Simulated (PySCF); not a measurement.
# InI: bond curves at several levels of theory

An exercise on one series of results from a longer session: the logs are not shown, and one member is left open.

Method: In def2-SVP with ECP28, I def2-SVP with ECP28, scalar-relativistic core potentials; program: PySCF 2.14.0.

The first run:

The job is set up so:

| Property | Result |
| --- | --- |
| atoms | In, I |
| charge | 0 |
| basis | In def2-SVP with ECP28, I def2-SVP with ECP28 |
| Hamiltonian | scalar-relativistic core potentials |
| basis functions | 52 |
| electrons treated | 46 |
| masses in u | 114.9039, 126.9045 |
| levels | PBE0, PBE, r²SCAN, PW91, BP86, TPSSh, HF, MP2, SCS-MP2, CCSD, CCSD(T) |
| grid | 80 radial by 434 angular points |
| occupations | held fixed by the projection of orbital angular momentum |
| dissociation limit | In + I, each in its ground configuration |
| starting distance in angstrom | 2.700 |
| values of 2S to try | 0, 2 |

On the command line:

```bash
$ OMP_NUM_THREADS=1 python dia.py task.json out
```

Steps of the session up to this table: The job; First curve: PBE0; Excited determinants; PBE; r²SCAN (meta-GGA); PW91; BP86; TPSSh (hybrid meta-GGA); RHF; Adding correlation.

One of the session's tables, all rows but one given; the rest of the session is left out.

Energy (eV) from each level's lowest point:

| R (Å) | RHF | RHF-MP2 | RHF-SCS-MP2 | RHF-CCSD | RHF-CCSD(T) |
| --- | --- | --- | --- | --- | --- |
| 2.404 | 0.978 | 0.869 | 0.907 | n/a | n/a |
| 2.515 | 0.455 | 0.375 | 0.402 | 0.399 | 0.396 |
| 2.627 | 0.161 | 0.112 | 0.128 | 0.126 | 0.124 |
| 2.711 | 0.047 | 0.023 | 0.030 | 0.029 | 0.028 |
| 2.795 | 0.000 | 0.000 | 0.000 | 0.000 | 0.000 |
| 2.879 | 0.003 | 0.028 | 0.020 | 0.021 | 0.022 |
| 2.991 | 0.064 | 0.120 | 0.104 | 0.106 | 0.109 |
| 3.130 | ? | ? | ? | ? | ? |
| 3.298 | 0.414 | 0.553 | 0.515 | 0.520 | 0.526 |
| 3.522 | 0.736 | 0.926 | 0.875 | n/a | n/a |

**Question.** Estimate the row for R (Å) = 3.130.

Worked estimate for «RHF». A straight line through the neighbours (2.991, 0.064) and (3.298, 0.414) gives 0.064 + (0.414 − 0.064) × (3.130 − 2.991) / (3.298 − 2.991) = 0.222; a parabola fitted to 4 rows on both sides gives 0.207.

The run gave: RHF: 0.200; RHF-MP2: 0.295; RHF-SCS-MP2: 0.268; RHF-CCSD: 0.272; RHF-CCSD(T): 0.276. In «RHF» the line misses by +0.022 and the parabola by +0.007.
